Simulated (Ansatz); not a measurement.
# C₂H₅ClO₂Si: how energies converge with the basis set

An exercise on one series of results from a longer session: the logs are not shown, and one member is left open.

Method: one geometry, several basis sets; program: Ansatz 0.2.0, Gaussian basis.

Plan: PBE0-D4/def2-SVP; ωB97M-V/def2-SVP; PBE0-D4/def2-QZVPP; ωB97M-V/def2-QZVPP; the functionals' def2-TZVPP values are taken from earlier runs.

## The relaxed structure

The geometry comes from an earlier relaxation with PBE0-D4 in a triple-zeta def2 set; it is a stationary point, not always the lowest conformer.

11 atoms, charge 0, spin multiplicity 1.

Atoms are counted from 1 here; the program's logs count them from 0.

Bond lengths: C1–C2 1.491 Å, C1–H7 1.087 Å, C1–H8 1.092 Å, C1–H9 1.092 Å, C2–O3 1.206 Å, C2–O4 1.342 Å, O4–Si5 1.689 Å, Si5–Cl6 2.045 Å, Si5–H10 1.472 Å, Si5–H11 1.472 Å. Angles: C2–C1–H7 110.0°, C2–C1–H8 109.5°, C2–C1–H9 109.5°, H7–C1–H8 110.3°, H7–C1–H9 110.3°, H8–C1–H9 107.2°, C1–C2–O3 125.9°, C1–C2–O4 113.6°, O3–C2–O4 120.5°, C2–O4–Si5 112.9°, O4–Si5–Cl6 103.2°, O4–Si5–H10 111.0°, O4–Si5–H11 111.0°, Cl6–Si5–H10 108.0°, Cl6–Si5–H11 108.0°, H10–Si5–H11 114.9°.

The first run:

File in.yaml:

```yaml
crystal:
  periodic: [false, false, false]
  atoms:
    - {symbol: C, position_ang: [0.133044, -1.981740, -0.127203]}
    - {symbol: C, position_ang: [0.396684, -0.517733, -0.224929]}
    - {symbol: O, position_ang: [1.363861, -0.004786, -0.731956]}
    - {symbol: O, position_ang: [-0.568373, 0.238522, 0.319786]}
    - {symbol: Si, position_ang: [-0.252530, 1.893014, 0.199661]}
    - {symbol: Cl, position_ang: [-1.876407, 2.746553, 1.103543]}
    - {symbol: H, position_ang: [0.948889, -2.537092, -0.582213]}
    - {symbol: H, position_ang: [-0.809615, -2.216179, -0.625623]}
    - {symbol: H, position_ang: [0.021225, -2.262796, 0.921808]}
    - {symbol: H, position_ang: [0.944264, 2.259301, 0.975359]}
    - {symbol: H, position_ang: [-0.235643, 2.325937, -1.207634]}
basis:
  gaussian: {orbitals: def2-SVP}
hamiltonian: {xc: pbe0, dispersion: d4}
output: {orbitals: {seedname: orbitals}}
```

Command:

```sh
ansatz run in.yaml --threads 4 --pin off --events-out ev --progress --plain --max-ram 10444MiB
```

Among the steps run: PBE0-D4 in def2-SVP; ωB97M-V in def2-SVP; PBE0-D4 in def2-QZVPP; ωB97M-V in def2-QZVPP.

One table of the session follows, with a row left open; its other results are not shown here.

```
functional       basis  HOMO (eV)  LUMO (eV)
   PBE0-D4    def2-SVP      -8.44      -0.18
   PBE0-D4  def2-TZVPP      -8.51      -0.31
   PBE0-D4  def2-QZVPP          ?          ?
   ωB97M-V    def2-SVP     -10.82       2.17
   ωB97M-V  def2-TZVPP     -10.93       1.97
   ωB97M-V  def2-QZVPP     -10.96       1.40
```

Estimate the missing values for PBE0-D4, def2-QZVPP.

**Answer.** HOMO (eV): -8.55; LUMO (eV): -0.37. In the column «HOMO (eV)» it lies between ωB97M-V, def2-SVP (-10.82) and PBE0-D4, def2-TZVPP (-8.51).
